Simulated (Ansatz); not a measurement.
# Cl2FH3OSi2: up Jacob's ladder to CCSD(T)

Aim: compute Cl2FH3OSi2 with functionals from several rungs and with coupled cluster. The yardstick is the atomisation energy at the CCSD(T) limit.

Method: functionals in def2-TZVPP, the program's frozen cores in correlated methods; program: Ansatz 0.2.0, Gaussian basis.

Plan: PBE-D4, r2SCAN-D4, PBE0-D4, B3LYP-D4, ωB97X-V, ωB97M-V, B2PLYP; CCSD(T)/def2-TZVPP; MP2/def2-QZVPP; extrapolation to the limit.

**1. The geometry**

The geometry comes from an earlier relaxation with PBE0-D4 in a triple-zeta def2 set; it is a stationary point, not always the lowest conformer.

SMILES `O[Si@H](Cl)[Si@H](F)Cl`, 9 atoms, charge 0, spin multiplicity 1.

Atoms are counted from 1 here; the program's logs count them from 0.

Bond lengths: O1–Si2 1.634 Å, O1–H7 0.959 Å, Si2–Cl3 2.061 Å, Si2–Si4 2.349 Å, Si2–H8 1.477 Å, Si4–F5 1.600 Å, Si4–Cl6 2.046 Å, Si4–H9 1.480 Å. Angles: Si2–O1–H7 118.6°, O1–Si2–Cl3 111.7°, O1–Si2–Si4 111.1°, O1–Si2–H8 106.3°, Cl3–Si2–Si4 105.3°, Cl3–Si2–H8 108.2°, Si4–Si2–H8 114.3°, Si2–Si4–F5 106.8°, Si2–Si4–Cl6 109.7°, Si2–Si4–H9 116.4°, F5–Si4–Cl6 108.0°, F5–Si4–H9 107.7°, Cl6–Si4–H9 107.9°.

Geometry (Å):

```tsv
atom	x (Å)	y (Å)	z (Å)
O1	0.41208	-1.66064	-1.10578
Si2	-0.16858	-0.13516	-1.03028
Cl3	1.03942	1.19202	-2.04428
Si4	-0.21830	0.64205	1.18556
F5	1.15437	0.18404	1.86810
Cl6	-1.75650	-0.25359	2.19490
H7	1.24371	-1.85699	-0.66956
H8	-1.48690	-0.15947	-1.69560
H9	-0.34550	2.10544	1.36584
```

**2. PBE-D4 (GGA)**

The input, in.yaml:

```yaml
crystal:
  periodic: [false, false, false]
  atoms:
    - {symbol: O, position_ang: [0.412080, -1.660645, -1.105782]}
    - {symbol: Si, position_ang: [-0.168575, -0.135163, -1.030285]}
    - {symbol: Cl, position_ang: [1.039420, 1.192016, -2.044279]}
    - {symbol: Si, position_ang: [-0.218296, 0.642054, 1.185557]}
    - {symbol: F, position_ang: [1.154365, 0.184045, 1.868104]}
    - {symbol: Cl, position_ang: [-1.756498, -0.253588, 2.194903]}
    - {symbol: H, position_ang: [1.243705, -1.856988, -0.669559]}
    - {symbol: H, position_ang: [-1.486899, -0.159472, -1.695603]}
    - {symbol: H, position_ang: [-0.345502, 2.105442, 1.365843]}
basis:
  gaussian: {orbitals: def2-TZVPP}
hamiltonian: {xc: pbe, dispersion: d4}
output: {forces: true, orbitals: {seedname: orbitals}}
```

The runs that follow: r2SCAN-D4 (meta-GGA); PBE0-D4 (hybrid); B3LYP-D4 (hybrid); ωB97X-V (range-separated); ωB97M-V (range-separated); B2PLYP (double hybrid); CCSD(T) in def2-TZVPP; MP2 in def2-QZVPP.

Before running them: what should the planned runs give, taken together? Wanted: atomisation energy, CCSD(T)/CBS; farthest; mean size of error, hybrid; mean size of error, range-separated; gap, smallest and largest; T1 diagnostic; triples share of the correlation energy.

**Answer**, as computed:

| quantity | value |
| --- | --- |
| atomisation energy, CCSD(T)/CBS | 3208.6 kJ/mol |
| functionals within 16.0 kJ/mol (0.5 %) | PBE-D4, r2SCAN-D4, ωB97X-V, ωB97M-V |
| farthest | B2PLYP (-75.2 kJ/mol) |
| mean size of error, hybrid | 50.8 kJ/mol |
| mean size of error, range-separated | 4.9 kJ/mol |
| gap, smallest and largest | 4.92 eV (PBE-D4), 11.37 eV (ωB97X-V) |
| T1 diagnostic | 0.0113 |
| triples share of the correlation energy | 3.6 % |

PBE-D4 misses by +9.3 kJ/mol. Double hybrids carry the basis error of their MP2 part in triple zeta, and no dispersion term here, so their miss is partly the set-up's. Misses under about 16.0 kJ/mol are within the doubt on the reference itself, which lacks core-valence correlation, relativity and higher excitations. Hartree-Fock recovers 73 % of the binding; the rest is correlation. The gap grows from 4.9 to 11.4 eV across the functionals, mostly with the share of exact exchange.
